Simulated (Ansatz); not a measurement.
**SiHCl2O (SMILES [O][SiH](Cl)Cl): UPBE0/6-311+G(d,p)**

What is the electronic atomisation energy of SiHCl2O at UPBE0/6-311+G**? 

Program for the calculation: Ansatz 0.2.0.

45 further runs of the same task are left out: 45 set aside as unsound or not needed.

## 1. Starting point

SiHCl2O: 5 atoms, total charge 0, spin state doublet. As SMILES, `[O][SiH](Cl)Cl`. The shape is that of a PBE0-D4/def2-TZVP optimisation.

Bond lengths: O1–Si2 1.649 Å, Si2–Cl3 2.028 Å, Si2–Cl4 2.028 Å, Si2–H5 1.479 Å. Angles: O1–Si2–Cl3 111.9°, O1–Si2–Cl4 111.9°, Cl3–Si2–Cl4 108.4°, O1–Si2–H5 101.4°, Cl3–Si2–H5 111.6°, Cl4–Si2–H5 111.6°.

## 2. A single-point energy at UPBE0/6-311+G(d,p)

The input, molecule.yaml:

```yaml
crystal:
  periodic: [false, false, false]
  atoms:
    - {symbol: O, position_ang: [0.092100, -0.719000, 1.517100]}
    - {symbol: Si, position_ang: [0.084300, -0.040000, 0.014900]}
    - {symbol: Cl, position_ang: [-0.523700, 1.894600, 0.060800]}
    - {symbol: Cl, position_ang: [-1.112100, -1.056100, -1.269800]}
    - {symbol: H, position_ang: [1.509200, -0.153100, -0.364300]}
basis:
  gaussian:
    orbitals: 6-311+G_st__st_-spherical.json
magnetization:
  spin_polarized: true
  initial_magnetization: 1
hamiltonian:
  xc: {name: PBE0}
accuracy: high
output:
  orbitals: {seedname: orbitals}
```

The basis set 6-311+G** is read from a file made from the Basis Set Exchange's data (not shown).

On the command line:

```bash
$ ansatz run molecule.yaml --threads 1 --pin off --max-ram 3480MiB --events-out events.jsonl --progress --plain --runs-dir runs
```

Log:

```text
Warning: RAYON_NUM_THREADS=1 ignored (pool sized by the plan → 1); use --threads N
Functional definition: PBE0
  name "PBE0"
  parameter a = 0.25
  parameter kappa = 0.804
  parameter beta = 0.06672455060314922
  exchange = (1 - a)*pbe_x(kappa = kappa, mu = beta*pi^2/3) + a*exact_x
  correlation = pbe_c(beta = beta)
1999 factors; integrals over basis functions are off by at most 8.4e-9 eV
mean field evaluation 1: about -34962.0737 eV, gradient 5.0e1 eV
mean field evaluation 2: about -34781.1293 eV, gradient 1.4e2 eV
mean field evaluation 4: about -34973.9266 eV, gradient 1.4e1 eV
mean field evaluation 8: about -34974.9853 eV, gradient 3.4e-1 eV
mean field evaluation 16: about -34975.0084 eV, gradient 2.4e-4 eV
mean field evaluation 32: about -34975.1801 eV, gradient 5.9e-5 eV
mean field -34975.18008447 eV, -1285.3141610757 hartree, gradient 5.1e-8 eV, S^2 0.753602; 2 other end points of the search recorded, 0 dependent functions left out
reference -34975.18008884 eV, -1285.3141612364 hartree; 29, 28 occupied and 89, 90 virtual orbitals, 1999 factors
Total energy: -34975.18008884 eV, -1285.3141612364 hartree
```

Run time: 14 s. Hardware: 1 thread of AMD EPYC 9R45 (Zen 5), shared host; peak memory 0.61 GiB.

## 3. The Cl atom at the same level

The input, molecule.yaml:

```yaml
crystal:
  periodic: [false, false, false]
  atoms:
    - symbol: Cl
      position_ang: [0.000000, 0.000000, 0.000000]
basis:
  gaussian:
    orbitals: 6-311+G_st__st_-spherical.json
magnetization:
  spin_polarized: true
  initial_magnetization: 1
hamiltonian:
  xc: pbe0
accuracy: high
```

The basis set 6-311+G** is read from a file made from the Basis Set Exchange's data (not shown).

Run the same way, it converges to -459.99608 Eh (log not shown).

## 4. The H atom at the same level

The input, input.yaml:

```yaml
crystal:
  periodic: [false, false, false]
  atoms:
    - {symbol: H, position_ang: [0.000000, 0.000000, 0.000000]}
basis:
  gaussian:
    orbitals: 6-311+G_st__st_.json
magnetization:
  spin_polarized: true
  initial_magnetization: 1
hamiltonian:
  xc: {name: PBE0}
accuracy: high
```

The basis set 6-311+G** is read from a file made from the Basis Set Exchange's data (not shown).

On the command line:

```bash
$ ansatz run input.yaml --threads 1 --pin off --max-ram 3480MiB --events-out events.jsonl --progress --plain --runs-dir runs
```

Log, shortened:

```text
Warning: RAYON_NUM_THREADS=1 ignored (pool sized by the plan → 1); use --threads N
[... 7 set-up lines as earlier in the session ...]
21 factors; integrals over basis functions are off by at most 2.7e-9 eV
mean field evaluation 1: about -13.6333 eV, gradient 2.9e-1 eV
mean field evaluation 2: about -13.6345 eV, gradient 1.5e-2 eV
mean field evaluation 4: about -13.6339 eV, gradient 8.9e-4 eV
mean field evaluation 8: about -13.6339 eV, gradient 3.7e-8 eV
mean field -13.63393927 eV, -0.5010380269 hartree, gradient 3.7e-8 eV, S^2 0.750000; 0 other end points of the search recorded, 0 dependent functions left out
reference -13.63394114 eV, -0.5010380955 hartree; 1, 0 occupied and 5, 6 virtual orbitals, 21 factors
Total energy: -13.63394114 eV, -0.5010380955 hartree
```

It took 0.06 s on 1 thread of AMD EPYC 9R45 (Zen 5), shared host.

## 5. The O atom, same level

The input, run.yaml:

```yaml
crystal:
  periodic: [false, false, false]
  atoms:
    - {symbol: O, position_ang: [0.000000, 0.000000, 0.000000]}
basis:
  gaussian:
    orbitals: 6-311+G_st__st_.json
magnetization:
  spin_polarized: true
  initial_magnetization: 2
hamiltonian:
  xc: pbe0
accuracy: high
```

The basis set 6-311+G** is read from a file made from the Basis Set Exchange's data (not shown).

Run the same way, it converges to -75.01168 Eh (log not shown).

## 6. The Si atom, same level

molecule.yaml: that of step 3 with these lines changed.

```diff
@@ -3,3 +3,3 @@
   atoms:
-    - symbol: Cl
+    - symbol: Si
       position_ang: [0.000000, 0.000000, 0.000000]
@@ -10,3 +10,3 @@
   spin_polarized: true
-  initial_magnetization: 1
+  initial_magnetization: 2
 hamiltonian:
```

The basis set 6-311+G** is read from a file made from the Basis Set Exchange's data (not shown).

Run the same way, it converges to -289.25067 Eh (log not shown).

## 7. What came out

At UPBE0/6-311+G**:

| quantity | value |
| --- | --- |
| molecule: total energy | -1285.31416 Eh |
| molecule: HOMO energy (highest over α and β) | -9.50 eV |
| molecule: LUMO energy (lowest over α and β) | -5.65 eV |
| molecule: ⟨S²⟩ | 0.754 |
| Cl atom: total energy | -459.99608 Eh |
| Cl atom: ⟨S²⟩ | 0.752 |
| H atom: total energy | -0.50104 Eh |
| H atom: ⟨S²⟩ | 0.750 |
| O atom: total energy | -75.01168 Eh |
| O atom: ⟨S²⟩ | 2.003 |
| Si atom: total energy | -289.25067 Eh |
| Si atom: ⟨S²⟩ | 2.003 |
| electronic atomisation energy | 15.201 eV |

What this shows: Taking the molecule apart into free atoms costs 15.20 eV (351 kcal/mol), before zero-point energy and without spin-orbit coupling.
